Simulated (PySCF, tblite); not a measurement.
# C₄H₇N₃Si: infrared bands and NMR shifts

Aim: predict the infrared bands and NMR shifts of C₄H₇N₃Si (`C=Cn1nncc1[SiH3]`).

Computed with tblite 0.8.0 and PySCF 2.14.0, with density-fitted response routines of our own, on a single molecule in the gas phase. Atoms are numbered from 0 throughout.

### 1 Starting geometry

15 atoms, charge 0, multiplicity 1; geometry from: GFN2-xTB.

Bonds of the start (Å): C0–C1 1.32, C1–N2 1.39, N2–N3 1.33, N3–N4 1.28, N4–C5 1.34, C5–C6 1.38, C6–Si7 1.87, C6–N2 1.37, C0–H8 1.07, C0–H9 1.08, C1–H10 1.08, C5–H11 1.07, Si7–H12 1.46, Si7–H13 1.47, Si7–H14 1.47.

### 2 Harmonic vibrations with GFN2-xTB

Job settings and geometry (Å):

```
{"job": {"kind": "ir", "xc": "GFN2-xTB", "basis": "xTB"}, "charge": 0, "multiplicity": 1}
C     -2.468394    -1.162034    -0.121589
C     -1.162055    -0.958361    -0.063089
N     -0.600770     0.311473    -0.027316
N     -1.345985     1.418266    -0.051781
N     -0.576405     2.434913    -0.008553
C      0.700512     2.017051     0.046799
C      0.724861     0.634474     0.036310
Si     2.157649    -0.565320     0.091988
H     -2.874597    -2.155867    -0.148350
H     -3.152393    -0.331998    -0.143747
H     -0.435027    -1.757608    -0.039018
H      1.516803     2.707792     0.089906
H      3.382117     0.224234     0.157663
H      2.008454    -1.416144     1.276735
H      2.120816    -1.392882    -1.117871
```

**Question.** This job is followed by: GIAO PBE0/pcSseg-1 NMR shielding, non-relativistic, gas phase. What will the session give for the following? strongest single infrared mode (GFN2-xTB); zero-point energy (GFN2-xTB); 13C shifts against TMS (PBE0/pcSseg-1); 1H shifts against TMS (PBE0/pcSseg-1, means over atoms taken as alike); 15N shifts against NH3 (PBE0/pcSseg-1); 29Si shifts against TMS (PBE0/pcSseg-1).

The runs gave:

| quantity | value |
| --- | --- |
| strongest single infrared mode (GFN2-xTB) | 792 cm⁻¹, 429 km/mol |
| zero-point energy (GFN2-xTB) | 64.8 kcal/mol |
| 13C shifts against TMS (PBE0/pcSseg-1) | 146.8, 134.7, 129.8, 112.1 ppm |
| 1H shifts against TMS (PBE0/pcSseg-1, means over atoms taken as alike) | 7.86, 7.33, 7.14, 5.46, 4.54 ppm |
| 15N shifts against NH3 (PBE0/pcSseg-1) | 404.7, 390.5, 287.5 ppm |
| 29Si shifts against TMS (PBE0/pcSseg-1) | -90.0 ppm |

What this shows: All 39 modes are real, so the xTB geometry is a minimum. GFN2-xTB is a fitted tight-binding method: band positions and strengths are rough. Its intensities can rank the bands wrongly. At PBE0/pcSseg-1: The largest span, 576 ppm, is at N4, where the paramagnetic term is -451 ppm. NICS(1)zz of -31 ppm above the planar ring from N2 marks a diatropic (aromatic) ring current.
